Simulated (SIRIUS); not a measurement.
TiSn:

```
CELL_PARAMETERS angstrom
0.00000 2.80055 2.80055
2.80055 0.00000 2.80055
2.80055 2.80055 0.00000
ATOMIC_POSITIONS crystal
Ti 0.00000 0.00000 0.00000
Sn 0.50000 0.50000 0.50000
```

The cell was built by a generator and needn't be a form met in nature.

Base run:

- Program: SIRIUS 7.10.0
- Functional: PW91
- Potentials or basis: PseudoDojo 0.4.1 PBE standard (scalar relativistic)
- Cutoff: 1152 eV
- Density cutoff: 4606 eV
- k mesh: 8 × 8 × 8
- Occupations: fermi-dirac, width 0.05 eV
- Spin: no spin polarisation

Its results: band gap on the k mesh none (metal or under the smearing width); pressure 0.0 GPa.

Question: The run is repeated on the same cell with these changes: functional from PW91 to RGE2; libxc names from ["XC_GGA_X_PW91", "XC_GGA_C_PW91"] to ["XC_GGA_X_RGE2", "XC_GGA_C_RGE2"]. What comes out?

Answer: Band gap on the k mesh none (metal or under the smearing width); pressure -2.2 GPa.

Caveats: the potentials were made for another functional, which shifts forces and pressure.

Not every run made on this cell is shown here.
